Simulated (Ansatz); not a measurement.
What does this script print? It uses Ansatz's Python interface.

`cui2.extxyz`
```text
3
Lattice="5.200384 0.0 0.0 0.0 5.200384 0.0 0.0 0.0 4.54417" Properties=species:S:1:pos:R:3 pbc="T T T"
Cu    0.00000000    0.00000000    0.00000000
I     0.00000000    2.60019200    0.00000000
I     2.60019200    0.00000000    0.00000000
```

The script, `run_plus_u.py`:
```python
"""How the states of CuI2 follow the Hubbard U."""

import warnings

import ansatz as az
import numpy as np


def count_gap(report):
    # lowest empty less highest filled band, counting bands; zero where they overlap
    return max(report.get("gap_by_band_count_ev") or 0.0, 0.0)

warnings.simplefilter("ignore", az.DeckWarning)

cell = az.Crystal.from_extxyz("cui2.extxyz")

model = cell.calculation()
model = model.functional(az.Functional.PBE)
model = model.kpoints(6, 6, 7).scf(tolerance=1e-09)
model = model.occupations("Fermi-Dirac", width=0.15)
model = model.band_table()
rows = []
for u in [0.0, 1.5, 3.0, 4.5, 6.0]:
    summary = model.hubbard("Cu", "d", u_eff=u).run(threads=1).report
    shell = summary["hubbard"]["n_scf"]
    rows.append((u, count_gap(summary), sum(shell) / len(shell), summary["n_iterations"]))
lines = [",".join(["U_eff eV", "gap by band count eV", "Cu d occupation (projector)", "iterations"])] + [",".join(f"{v:.4f}" if isinstance(v, float) else str(v) for v in row) for row in rows]
print("\n".join(lines))
with open("plus_u.csv", "w") as handle:
    handle.write("\n".join(lines) + "\n")
```

```console
$ python run_plus_u.py
U_eff eV,gap by band count eV,Cu d occupation (projector),iterations
0.0000,0.0000,9.7623,12
1.5000,0.0000,9.7955,12
3.0000,0.0000,9.8244,13
4.5000,0.0000,9.8495,11
6.0000,0.0000,9.8709,11
```

Caveats:
- The cell holds an odd number of electrons and is run without spin, so a magnetic state may lie lower.
- A gap by band count of zero or less means overlapping bands, a metal, and at an odd count of electrons it is no gap at all.
- A Hubbard U without spin forces both spins into the same orbitals, which can open a gap or pick a state that a spin-polarised run wouldn't.
- The structure comes from a database of computed cells and needn't be a stable or known phase.
- Gaps and levels are Kohn-Sham values on a finite set of k-points, without spin-orbit coupling.
- Shell occupations and the effect of U depend on the projectors; a run with no .spin step is spin-unpolarised, and each U may end in a state that isn't the lowest.
- The script silences the warnings on its input, which a real study should read.
- Run time: 51 s on 1 thread of Arm Neoverse V2 (shared host), peak memory 0.52 GiB.

(A comment or docstring line of the script was reworded after the run, the code is as it ran.)
